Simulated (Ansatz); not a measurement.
What does this script print? It uses Ansatz 0.2.0, Python API.

Script `run_freq.py`:
```python
"""Harmonic frequencies of BrCl2HSn at its relaxed geometry."""

from dataclasses import dataclass
import itertools

import ansatz as az
from ase.data import atomic_numbers, covalent_radii
import numpy as np


@dataclass
class RunConfig:
    basis: str = "def2-SVP"
    xc: str = "PBE"
    vdw: str = "d3bj"


opts = RunConfig()

GEOMETRY = """
Cl    0.16030   -1.24420    2.00560
Sn    0.11340   -0.03270   -0.05130
Cl    0.12810    2.28840    0.35670
Br   -1.88600   -0.59670   -1.35720
H     1.53410   -0.48860   -0.99520
"""


def main() -> None:
    system = az.Crystal.molecule()
    for line in GEOMETRY.strip().splitlines():
        symbol, *xyz = line.split()
        system = system.atom(symbol, [float(v) for v in xyz])

    setup = (
        system.calculation()
        .basis(gaussian=opts.basis)
        .functional(opts.xc, dispersion=opts.vdw)
    )
    symbols = [site.symbol for site in system.cartesian_sites]
    start = np.array([site.position_ang for site in system.cartesian_sites], dtype=float)
    report = setup.relax(force_tolerance=0.003, max_steps=100).run().report
    end = np.array(report["positions_ang"])

    # pairs closer than 1.2 times the sum of covalent radii, before or after
    radius = [covalent_radii[atomic_numbers[s]] for s in symbols]
    span = lambda where, i, j: np.linalg.norm(where[i] - where[j])
    bonded = [(i, j) for i, j in itertools.combinations(range(len(symbols)), 2) if min(span(start, i, j), span(end, i, j)) < 1.2 * (radius[i] + radius[j])]
    print("pair        before    after (A)")
    for i, j in bonded:
        print(f"{symbols[i]}{i}-{symbols[j]}{j}".ljust(10), f"{span(start, i, j):8.4f} {span(end, i, j):8.4f}")
    for first, second in list(itertools.combinations(bonded, 2)):
        shared = set(first) & set(second)
        if shared and symbols[(j := shared.pop())] != "H":
            i, k = sorted((set(first) | set(second)) - {j})
            u, v = end[i] - end[j], end[k] - end[j]
            angle = np.degrees(np.arccos(np.clip(u @ v / np.linalg.norm(u) / np.linalg.norm(v), -1, 1)))
            print(f"final angle {symbols[i]}{i}-{symbols[j]}{j}-{symbols[k]}{k}: {angle:.2f} deg")

    # same settings at the minimum
    minimum = az.Crystal.molecule()
    for symbol, place in zip(symbols, end):
        minimum = minimum.atom(symbol, place.tolist())
    vibrating = (
        minimum.calculation()
        .basis(gaussian=opts.basis)
        .functional(opts.xc, dispersion=opts.vdw)
        .phonons(temperatures=(298.15, 498.15, 100))
    )
    vib = vibrating.run().report["vibrations"]
    sums = vib["harmonic_sums"]
    modes = [m["omega_inv_cm"] for m in sums["modes_at_gamma"] if m["rigid_motion"] == "no"]
    print("frequencies (1/cm):", " ".join(f"{w:.0f}" for w in modes))
    print("imaginary modes:", sum(w < 0 for w in modes), " zero-point energy:", round(sums["zero_point_energy_ev"], 4), "eV")
    print("T (K)   F_vib (eV)   S_vib (meV/K)   C_vib (meV/K)")
    for row in zip(sums["temperatures_k"], sums["vibrational_free_energy_ev"], vib["entropy_ev_per_k"], vib["heat_capacity_ev_per_k"]):
        print(f"{row[0]:6.1f} {row[1]:11.4f} {1000 * row[2]:13.4f} {1000 * row[3]:15.4f}")


if __name__ == "__main__":
    main()
```

```console
$ python run_freq.py
pair        before    after (A)
Cl0-Sn1      2.3876   2.3538
Sn1-Cl2      2.3567   2.3538
Sn1-Br3      2.4538   2.4930
Sn1-H4       1.7656   1.7197
final angle Cl0-Sn1-Cl2: 107.39 deg
final angle Cl0-Sn1-Br3: 108.19 deg
final angle Cl0-Sn1-H4: 110.53 deg
final angle Cl2-Sn1-Br3: 108.19 deg
final angle Cl2-Sn1-H4: 110.54 deg
final angle Br3-Sn1-H4: 111.86 deg
frequencies (1/cm): 84 97 115 256 364 378 524 536 1880
imaginary modes: 0  zero-point energy: 0.2624 eV
T (K)   F_vib (eV)   S_vib (meV/K)   C_vib (meV/K)
 298.1      0.1647        0.6722          0.5660
 398.1      0.0886        0.8437          0.6174
 498.1     -0.0030        0.9857          0.6494
```

Reading the output:
- The frequencies are harmonic and unscaled, in a modest basis.
- def2 sets replace the cores of elements past krypton by effective core potentials.
- Finished in 64 s on 1 thread of Arm Neoverse V2 (shared host), peak memory 0.23 GiB.
